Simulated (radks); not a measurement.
# The series with 30 electrons, Zn to Sr⁸⁺

One table from this session's results is given with a row withheld; the runs are named, their logs left out.

Program: radks (a radial shooting solver on a logarithmic mesh, Libxc functionals) version 1. Level of theory: Dirac Kohn-Sham, PBEsol, spin-unpolarised, spherical densities, point nucleus. These are calculated values, not measurements, unless marked.

## Starting point

| Property | Result |
| --- | --- |
| electrons | 30 |
| ions | Zn, Ga⁺, Ge²⁺, As³⁺, Se⁴⁺, Br⁵⁺, Kr⁶⁺, Rb⁷⁺, Sr⁸⁺ |
| configuration | NIST ground configuration of each |

Set-up of the first run:

Input:

```text
Z 30
configuration [Ar] 3d10 4s2
relativity Dirac
functional pbe_sol,pbe_sol
spin unpolarised
j_filling energy
nucleus point
c 137.035999084
```

Run with:

```sh
python run_ks.py task.json out
```

This one command runs every case of the session in turn.

Among the steps run: Zn, [Ar] 3d10 4s2; Ga⁺, [Ar] 3d10 4s2; Ge²⁺, [Ar] 3d10 4s2; As³⁺, [Ar] 3d10 4s2; Se⁴⁺, [Ar] 3d10 4s2; Br⁵⁺, [Ar] 3d10 4s2; Kr⁶⁺, [Ar] 3d10 4s2; Rb⁷⁺, [Ar] 3d10 4s2; Sr⁸⁺, [Ar] 3d10 4s2.

One of the session's tables, all rows but one given; the rest of the session is left out.

| ion | E (hartree) | ε(3p1/2) (eV) | ε(3p3/2) (eV) | ε(3d3/2) (eV) | ε(3d5/2) (eV) |
| --- | --- | --- | --- | --- | --- |
| Zn | -1794.66613 | -85.298 | -82.231 | -10.383 | -10.026 |
| Ga⁺ | -1942.33102 | -109.41 | -105.78 | -27.732 | -27.270 |
| Ge²⁺ | -2096.55146 | -138.26 | -133.98 | -49.572 | -48.984 |
| As³⁺ | -2257.31275 | -171.26 | -166.23 | -75.370 | -74.635 |
| Se⁴⁺ | -2424.61466 | -208.08 | -202.19 | -104.84 | -103.94 |
| Br⁵⁺ | ? | ? | ? | ? | ? |
| Kr⁶⁺ | -2778.87860 | -292.58 | -284.60 | -174.19 | -172.86 |
| Rb⁷⁺ | -2965.87192 | -340.07 | -330.85 | -213.88 | -212.30 |
| Sr⁸⁺ | -3159.46597 | -390.98 | -380.38 | -256.84 | -254.97 |

**Question.** Estimate the row for Br⁵⁺.

**Answer.** E (hartree): -2598.46538; ε(3p1/2) (eV): -248.56; ε(3p3/2) (eV): -241.69; ε(3d3/2) (eV): -137.82; ε(3d5/2) (eV): -136.71. In the column «E (hartree)» it lies between Kr⁶⁺ (-2778.87860) and Se⁴⁺ (-2424.61466).

**Reading.** From Zn to Sr⁸⁺ the 4s1/2 level deepens by a factor 25.1 and shrinks by a factor 2.20. The order of these tabulated levels, which need not hold every outer shell, does not change along the series.
